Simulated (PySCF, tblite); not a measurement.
# C2H10SSi2: a rotation path, then NMR shifts on frames, part 2 of 2

tblite 0.8.0 and PySCF 2.14.0. Atoms count from 0.

## (5) Nuclear shieldings: image 5, PBE0/pcSseg-1

The job: settings as JSON, then the geometry in Å.

```
{"job": {"kind": "nmr", "xc": "PBE0", "basis": "pcSseg-1", "pop": false}, "charge": 0, "multiplicity": 1}
C      2.448700     1.052300     0.078700
S      1.488700     0.101300     1.298100
Si     0.429800    -1.266700     0.011700
C     -1.424700    -1.005000     0.284600
Si    -2.116100     0.649400    -0.362000
H      3.057400     1.752800     0.640100
H      1.775300     1.588600    -0.583100
H      3.090800     0.384000    -0.485300
H      0.890100    -2.611400     0.356700
H      0.842600    -0.939600    -1.352200
H     -1.967300    -1.827700    -0.179900
H     -1.629800    -1.069400     1.353600
H     -1.439400     1.774400     0.282600
H     -3.550000     0.711800    -0.071100
H     -1.900400     0.713100    -1.811500
```

Method: GIAO PBE0/pcSseg-1 NMR shielding, non-relativistic, gas phase.

What it wrote:

```text
coarse grid: 13248 points
cycle   1  E = -1058.8237527341  dE =  5.184e-02  |g| = 3.696e-01  |ddm| = 3.365e+00
cycle   2  E = -1058.8157359170  dE =  8.017e-03  |g| = 4.071e-01  |ddm| = 7.874e-01
cycle   3  E = -1058.8597948359  dE = -4.406e-02  |g| = 3.929e-02  |ddm| = 4.308e-01
cycle   4  E = -1058.8601737810  dE = -3.789e-04  |g| = 1.634e-02  |ddm| = 6.238e-02
cycle   5  E = -1058.8602422424  dE = -6.846e-05  |g| = 3.832e-03  |ddm| = 2.441e-02
cycle   6  E = -1058.8602458956  dE = -3.653e-06  |g| = 9.478e-04  |ddm| = 5.828e-03
final grid: 111736 points
cycle   7  E = -1058.8903492524  dE = -1.697e-05  |g| = 7.623e-03  |ddm| = 2.209e-02
cycle   8  E = -1058.8903392740  dE =  9.978e-06  |g| = 9.747e-03  |ddm| = 1.447e-02
cycle   9  E = -1058.8903635036  dE = -2.423e-05  |g| = 3.454e-04  |ddm| = 8.603e-03
cycle  10  E = -1058.8903635320  dE = -2.848e-08  |g| = 6.503e-05  |ddm| = 4.697e-04
cycle  11  E = -1058.8903635331  dE = -1.040e-09  |g| = 1.913e-05  |ddm| = 9.302e-05
cycle  12  E = -1058.8903635332  dE = -9.777e-11  |g| = 6.279e-06  |ddm| = 3.512e-05
converged SCF energy = -1058.8903635332

GIAO shielding tensors (ppm)
atom      isotropic    diamagn.    paramagn.     s11        s22        s33       span
  0 C      169.276     250.545     -81.269    152.553    167.553    187.723     35.169
  1 S      724.866    1059.556    -334.690    619.806    680.350    874.443    254.637
  2 Si     361.384     880.513    -519.128    311.226    362.350    410.577     99.351
  3 C      194.272     257.699     -63.427    181.865    190.977    209.973     28.108
  4 Si     425.342     879.686    -454.343    398.228    411.590    466.209     67.980
  5 H       29.764      28.999       0.765     24.092     26.650     38.552     14.460
  6 H       29.603      31.678      -2.075     23.260     29.013     36.538     13.278
  7 H       29.689      29.805      -0.115     23.977     27.575     37.516     13.539
  8 H       26.408      29.398      -2.990     21.503     25.263     32.459     10.956
  9 H       27.182      31.239      -4.057     23.945     26.486     31.113      7.168
 10 H       31.898      30.362       1.536     26.012     28.657     41.026     15.015
 11 H       31.701      31.664       0.037     27.136     29.247     38.719     11.583
 12 H       27.516      29.618      -2.102     23.403     27.663     31.483      8.080
 13 H       27.651      28.599      -0.949     23.908     25.237     33.807      9.900
 14 H       27.839      29.454      -1.616     24.489     26.054     32.973      8.484
```

It took 21 s on 1 thread of Intel Xeon Platinum 8259CL at 2.50GHz, shared host; peak memory 0.76 GiB.

In short: δ C0 17.6, C3 -7.3, S1 -221, Si2 -12.2, H8 5.31, H9 4.54 ppm.

## (6) NMR shieldings: image 6, PBE0/pcSseg-1

The job: settings as JSON, then the geometry in Å.

```
{"job": {"kind": "nmr", "xc": "PBE0", "basis": "pcSseg-1", "pop": false}, "charge": 0, "multiplicity": 1}
C      2.309300     1.092200     0.076200
S      1.594700    -0.046800     1.303400
Si     0.450900    -1.356300     0.029100
C     -1.392200    -0.999400     0.285900
Si    -2.002600     0.678600    -0.379500
H      2.931300     1.790100     0.626100
H      1.517500     1.623500    -0.443600
H      2.922600     0.534900    -0.624400
H      0.839200    -2.712700     0.406800
H      0.885800    -1.067400    -1.336600
H     -1.973300    -1.798800    -0.173100
H     -1.606000    -1.043400     1.354600
H     -1.275700     1.776700     0.258900
H     -3.432200     0.816200    -0.095000
H     -1.773800     0.720500    -1.827600
```

With the program's defaults for keys left out, this is: GIAO PBE0/pcSseg-1 NMR shielding, non-relativistic, gas phase.

What it wrote:

```text
coarse grid: 13248 points
cycle   1  E = -1058.8241323959  dE =  5.112e-02  |g| = 3.699e-01  |ddm| = 3.364e+00
cycle   2  E = -1058.8162174689  dE =  7.915e-03  |g| = 4.070e-01  |ddm| = 7.835e-01
cycle   3  E = -1058.8601958497  dE = -4.398e-02  |g| = 3.990e-02  |ddm| = 4.283e-01
cycle   4  E = -1058.8605890930  dE = -3.932e-04  |g| = 1.665e-02  |ddm| = 6.537e-02
cycle   5  E = -1058.8606607644  dE = -7.167e-05  |g| = 3.810e-03  |ddm| = 2.524e-02
cycle   6  E = -1058.8606643510  dE = -3.587e-06  |g| = 9.071e-04  |ddm| = 5.897e-03
final grid: 111736 points
cycle   7  E = -1058.8906906532  dE = -1.806e-05  |g| = 7.283e-03  |ddm| = 2.188e-02
cycle   8  E = -1058.8906812291  dE =  9.424e-06  |g| = 9.360e-03  |ddm| = 1.381e-02
cycle   9  E = -1058.8907036265  dE = -2.240e-05  |g| = 3.438e-04  |ddm| = 8.272e-03
cycle  10  E = -1058.8907036553  dE = -2.874e-08  |g| = 6.351e-05  |ddm| = 4.734e-04
cycle  11  E = -1058.8907036562  dE = -9.529e-10  |g| = 2.276e-05  |ddm| = 8.579e-05
converged SCF energy = -1058.8907036562

GIAO shielding tensors (ppm)
atom      isotropic    diamagn.    paramagn.     s11        s22        s33       span
  0 C      168.662     250.797     -82.135    152.414    166.068    187.505     35.090
  1 S      714.995    1059.125    -344.131    626.168    671.942    846.874    220.706
  2 Si     361.959     880.234    -518.275    307.961    370.064    407.851     99.889
  3 C      192.818     257.697     -64.878    178.468    191.099    208.888     30.420
  4 Si     425.386     879.787    -454.401    398.410    412.155    465.593     67.183
  5 H       29.723      29.085       0.638     24.090     26.584     38.494     14.405
  6 H       29.587      31.964      -2.377     23.156     29.333     36.270     13.114
  7 H       29.667      30.034      -0.367     24.123     27.537     37.340     13.217
  8 H       26.466      29.243      -2.778     21.518     25.317     32.562     11.044
  9 H       27.167      30.978      -3.811     23.862     26.302     31.335      7.473
 10 H       31.860      30.347       1.513     26.025     28.643     40.913     14.888
 11 H       31.669      31.631       0.038     27.227     29.124     38.656     11.429
 12 H       27.616      29.833      -2.217     23.522     27.763     31.563      8.040
 13 H       27.631      28.679      -1.048     23.886     25.182     33.824      9.939
 14 H       27.832      29.540      -1.708     24.559     26.010     32.925      8.366
```

It took 21 s on 1 thread of Intel Xeon Platinum 8259CL at 2.50GHz, shared host; peak memory 0.76 GiB.

Key values: δ C0 18.3, C3 -5.9, S1 -211, Si2 -12.8, H8 5.25, H9 4.55 ppm.

## (7) NMR shieldings: image 8, PBE0/pcSseg-1

The job: settings as JSON, then the geometry in Å.

```
{"job": {"kind": "nmr", "xc": "PBE0", "basis": "pcSseg-1", "pop": false}, "charge": 0, "multiplicity": 1}
C      2.101900     1.129900    -0.008600
S      1.796200    -0.192300     1.205400
Si     0.488700    -1.484400     0.087200
C     -1.332600    -0.981400     0.266000
Si    -1.827500     0.758100    -0.330300
H      2.739900     1.859000     0.479500
H      1.163000     1.590600    -0.298800
H      2.607900     0.716100    -0.875300
H      0.750800    -2.801700     0.654500
H      0.932400    -1.402800    -1.303700
H     -1.932300    -1.715900    -0.272100
H     -1.614000    -1.074500     1.316200
H     -1.273900     1.775900     0.564800
H     -3.288000     0.861600    -0.334500
H     -1.316900     0.969700    -1.689100
```

With the program's defaults for keys left out, this is: GIAO PBE0/pcSseg-1 NMR shielding, non-relativistic, gas phase.

What it wrote:

```text
coarse grid: 13248 points
cycle   1  E = -1058.8251863158  dE =  5.204e-02  |g| = 3.679e-01  |ddm| = 3.369e+00
cycle   2  E = -1058.8181011312  dE =  7.085e-03  |g| = 4.019e-01  |ddm| = 7.713e-01
cycle   3  E = -1058.8607238696  dE = -4.262e-02  |g| = 4.139e-02  |ddm| = 4.188e-01
cycle   4  E = -1058.8611523274  dE = -4.285e-04  |g| = 1.703e-02  |ddm| = 6.940e-02
cycle   5  E = -1058.8612280304  dE = -7.570e-05  |g| = 3.909e-03  |ddm| = 2.608e-02
cycle   6  E = -1058.8612317430  dE = -3.713e-06  |g| = 8.910e-04  |ddm| = 5.989e-03
final grid: 111736 points
cycle   7  E = -1058.8918363911  dE = -1.855e-05  |g| = 6.980e-03  |ddm| = 2.105e-02
cycle   8  E = -1058.8918276474  dE =  8.744e-06  |g| = 8.978e-03  |ddm| = 1.319e-02
cycle   9  E = -1058.8918482467  dE = -2.060e-05  |g| = 4.040e-04  |ddm| = 7.959e-03
cycle  10  E = -1058.8918482891  dE = -4.242e-08  |g| = 6.981e-05  |ddm| = 5.803e-04
cycle  11  E = -1058.8918482902  dE = -1.079e-09  |g| = 3.109e-05  |ddm| = 8.579e-05
cycle  12  E = -1058.8918482904  dE = -2.340e-10  |g| = 8.763e-06  |ddm| = 3.736e-05
converged SCF energy = -1058.8918482904

GIAO shielding tensors (ppm)
atom      isotropic    diamagn.    paramagn.     s11        s22        s33       span
  0 C      169.652     251.784     -82.132    155.622    165.662    187.672     32.050
  1 S      696.406    1058.557    -362.150    625.665    646.398    817.156    191.491
  2 Si     366.455     879.772    -513.317    304.718    387.423    407.225    102.507
  3 C      192.448     257.818     -65.369    178.392    192.927    206.025     27.633
  4 Si     423.767     879.892    -456.126    400.207    408.712    462.381     62.174
  5 H       29.646      29.316       0.329     24.015     26.584     38.338     14.324
  6 H       29.598      32.639      -3.041     22.793     29.801     36.201     13.408
  7 H       29.660      30.433      -0.773     24.534     27.316     37.129     12.595
  8 H       26.658      28.994      -2.335     21.778     25.412     32.784     11.006
  9 H       27.004      30.263      -3.258     23.141     25.956     31.916      8.775
 10 H       31.883      30.530       1.354     26.053     28.866     40.731     14.678
 11 H       31.613      31.400       0.214     27.276     28.826     38.738     11.461
 12 H       27.633      29.928      -2.294     23.809     27.218     31.873      8.064
 13 H       27.616      28.806      -1.190     23.809     25.208     33.830     10.021
 14 H       27.810      29.875      -2.065     24.554     26.484     32.393      7.839
```

Run time: 21 s. Hardware: 1 thread of Intel Xeon Platinum 8259CL at 2.50GHz, shared host; peak memory 0.76 GiB.

In short: δ C0 17.3, C3 -5.5, S1 -193, Si2 -17.3, H8 5.06, H9 4.71 ppm.

## (8) Side by side: NMR shifts

Shifts (ppm) of some atoms, chosen among heavy atoms and hydrogens apart, with basis size and wall time:

| frame | C0 | C3 | H8 | H9 | S1 | Si2 | Si4 | functions | time |
| --- | --- | --- | --- | --- | --- | --- | --- | --- | --- |
| image 0 | 14.5 | -12.6 | 4.98 | 4.74 | -217 | -18.1 | -72.8 | 156 | 30 s |
| image 2 | 15.1 | -11.9 | 5.18 | 4.61 | -223 | -17.1 | -73.3 | 156 | 20 s |
| image 5 | 17.6 | -7.3 | 5.31 | 4.54 | -221 | -12.2 | -76.2 | 156 | 21 s |
| image 6 | 18.3 | -5.9 | 5.25 | 4.55 | -211 | -12.8 | -76.2 | 156 | 21 s |
| image 8 | 17.3 | -5.5 | 5.06 | 4.71 | -193 | -17.3 | -74.6 | 156 | 21 s |

## (9) Summary of results

What follows sums up all 2 parts.

| quantity | value |
| --- | --- |
| barrier | 0.043 eV (1.0 kcal/mol) at image 5 |
| end to end (GFN2-xTB) | 0.021 eV |
| 13C shifts against TMS (PBE0/pcSseg-1, image 0) | 14.5, -12.6 ppm |
| 1H shifts against TMS (PBE0/pcSseg-1, image 0) | 4.98, 4.74, 4.12, 4.10, 3.96, 2.13, 1.98, 1.94, 0.12, -0.09 ppm |
| 33S shifts against CS2 (PBE0/pcSseg-1, image 0) | -217 ppm |
| 29Si shifts against TMS (PBE0/pcSseg-1, image 0) | -18.1, -72.8 ppm |
| surface potential, 1st and 99th percentile | -1.07 V and 1.10 V |
| range of the shift of S1 | -223 to -193 ppm |

What this shows: Along the band the dihedral turns by 92°, and the top (dihedral -121°) lies 1.0 kcal/mol above the start (GFN2-xTB, rough), so at room temperature this motion is fast. Ends this close can change order at a higher level. The top was not checked by a frequency run. Shifts at one fixed geometry are not the observed spectrum, which averages over the motion. In the first frame run (image 0): Shielding is most anisotropic at S1 (span 295 ppm, paramagnetic term -340 ppm). In ppm, S1 moves most: its shift spreads over 30 ppm, from -223 (image 2) to -193 (image 8).
